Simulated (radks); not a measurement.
# Ir⁶⁶⁺ in [Ne] 3s1: an all-electron calculation

An exercise on one series of results from a longer session: the logs are not shown, and one member is left open.

Method: non-relativistic Kohn-Sham, BP86, spin-polarised, spherical densities, point nucleus; open shells are filled with parallel spins first. Code: radks (a radial shooting solver on a logarithmic mesh, Libxc functionals) version 1.

## The atom as given

- element: iridium (Z = 77)
- charge: +66
- electrons: 11
- configuration: [Ne] 3s1

Outer shells as boxes (Hund's rule):

Ir⁶⁶⁺
```
[Ne] core
3s [↑ ]
```

The first run:

Input:

```text
Z 77
configuration [Ne] 3s1 3p0 4s0
relativity non-relativistic
functional b88,p86
spin polarised
nucleus point
```

One table of the session follows, with a row left open; its other results are not shown here.

It belongs to the step «Radial structure». Radial moments (bohr):

| level | <r> | outermost maximum (interpolated) | 90 % within | nodes |
| --- | --- | --- | --- | --- |
| 1s up | 0.01965 | 0.0130 | 0.0349 | 0 |
| 1s down | 0.01965 | 0.0130 | 0.0349 | 0 |
| 2s up | 0.08158 | 0.0704 | 0.125 | 1 |
| 2s down | 0.08156 | 0.0704 | 0.125 | 1 |
| 2p up | 0.06887 | 0.0546 | 0.111 | 0 |
| 2p down | 0.06886 | 0.0546 | 0.111 | 0 |
| 3s up | 0.1896 | 0.182 | 0.273 | 2 |
| 3s down | ? | ? | ? | ? |
| 3p up | 0.1784 | 0.170 | 0.263 | 1 |
| 3p down | 0.1783 | 0.170 | 0.263 | 1 |
| 4s up | 0.3429 | 0.350 | 0.481 | 3 |

**Question.** Estimate the row for 3s down.

**Answer.** <r>: 0.1896; outermost maximum (interpolated): 0.182; 90 % within: 0.274; nodes: 2.

Limits of these values: Relativity is left out here, which matters for elements this heavy.
